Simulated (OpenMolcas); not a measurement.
# Nd³⁺ among point charges: CASSCF levels and susceptibility

How does a field of 12 point charges split the states of Nd³⁺, and what χT follows?

Method: state-averaged CASSCF, spin-orbit coupling by RASSI with atomic mean-field integrals. Code: OpenMolcas 26.06.

## Step 1: The atom as given

| Quantity | Value |
| --- | --- |
| Species | Nd³⁺ (neodymium, Z = 60, 57 electrons) |
| Basis | ANO-RCC-VDZP [7s6p4d2f1g], 68 functions |
| Scalar Hamiltonian | DKH2, point nucleus |
| Inactive shells | 1s 2s 2p 3s 3p 3d 4s 4p 4d 5s 5p |
| Active space | 3 electrons in 7 orbitals (4f) |
| Some configurations of this space | 4f³ |
| Orbitals | optimised for the highest spin of each parity, averaged over all roots |

The outer shells:

4f3
```
4f [↑ ][↑ ][↑ ][  ][  ][  ][  ]
```

The ion sits among 12 point charges of -1 e arranged as a cuboctahedron (Oh), 3.17 Å from the ion.

The work runs as a chain of OpenMolcas steps in one folder; each step below is one input file. Labels, J, g values, rates, χT and fits are worked out afterwards by a script from the matrices that RASSI stores. The input lists half of the charges; inversion (Group=XYZ) makes the rest.

## Step 2: Basis and integrals

Contents of a.inp:

```
&GATEWAY
Coord
1

Nd 0.0 0.0 0.0
Basis=ANO-RCC-VDZP
Group=XYZ
NoMove
AngMom=0.0 0.0 0.0
AMFI
XField
6 Angstrom 0
2.241528 2.241528 0.000000 -1.000000
2.241528 -2.241528 0.000000 -1.000000
0.000000 2.241528 2.241528 -1.000000
0.000000 2.241528 -2.241528 -1.000000
2.241528 0.000000 2.241528 -1.000000
2.241528 0.000000 -2.241528 -1.000000
&SEWARD
```

Started as:

```console
> OMP_NUM_THREADS=1 MOLCAS_MEM=2252 MOLCAS_PROJECT=a pymolcas a.inp > a.log
```

## Step 3: CASSCF: quartets of odd parity, 35 roots

Contents of a.inp:

```
&RASSCF
FileOrb=start.orb
Symmetry=2
Spin=4
nActEl=3 0 0
Inactive=15 12
Ras2=0 7
CIRoot=35 35 1
SDav=35
CIMx=300
Iter=120 100
PrWF=0.3
OrbListing=Nothing
MaxOrb=0
>>> COPY $Project.JobIph JOB001
```

start.orb holds the contracted functions of the basis, ordered by shell, or the orbitals of the step before.

## Step 4: CASSCF: doublets of odd parity, 112 roots

Contents of a.inp:

```
&RASSCF
FileOrb=start.orb
Symmetry=2
Spin=2
nActEl=3 0 0
Inactive=15 12
Ras2=0 7
CIRoot=112 112 1
SDav=112
CIMx=300
Iter=120 100
PrWF=0.3
OrbListing=Nothing
MaxOrb=0
CIOnly
>>> COPY $Project.JobIph JOB002
```

## Step 5: RASSI: spin-orbit coupling between the states

Contents of a.inp:

```
&RASSI
NrOfJobIphs=2 35 89
1 2 3 4 5 6 7 8 9 10 11 12 13 14 15 16 17 18 19 20 21 22 23 24 25 26 27
28 29 30 31 32 33 34 35
1 2 3 4 5 6 7 8 9 10 11 12 13 14 15 16 17 18 19 20 21 22 23 24 25 26 27
28 29 30 31 32 33 34 35 36 37 38 39 40 41 42 43 44 45 46 47 48 49 50 51
52 53 54 55 56 57 58 59 60 61 62 63 64 65 66 67 68 69 70 71 72 73 74 75
76 77 78 79 80 81 82 83 84 85 86 87 88 89
IphNames
JOB001
JOB002
EJob
SpinOrbit
DIPRint=1.0
SOCoupling=1000.0
Subsets=2
Property=9
'ANGMOM' 1 'ANGMOM' 2 'ANGMOM' 3 'MLTPL  1' 1 'MLTPL  1' 2 'MLTPL  1' 3
'AMFI' 1 'AMFI' 2 'AMFI' 3
SOProperty=3
'ANGMOM' 1 'ANGMOM' 2 'ANGMOM' 3
```

Before running it: what results should come out? Wanted: spin-free ground state; first state of the same spin within the active space; lowest level; next level.

As calculated:

```
                                            quantity                            value
                                              method                           CASSCF
                              spin-free ground state  4T2, 3-fold in its orbital part
first state of the same spin within the active space                 4A1 at 12.1 cm⁻¹
                                        lowest level                        4-fold Γ8
                                          next level                        10.4 cm⁻¹
                                         χT at 300 K                   1.70 cm³ K/mol
                           effective moment at 300 K                          3.69 μB
```

What this shows: The spin-free ground state (4T2) comes to 100 % from free-ion I terms and keeps the highest spin of the shell. The doublets rest on orbitals optimised for another spin in at least one step, which raises them against the optimised states. Not all states of the active space went into the spin-orbit step. High states of lower spin are left out of the spin-orbit mixing, and CASSCF puts spin-flip levels too high. Point charges carry no covalency, so the field is a model and not that of real ligands.
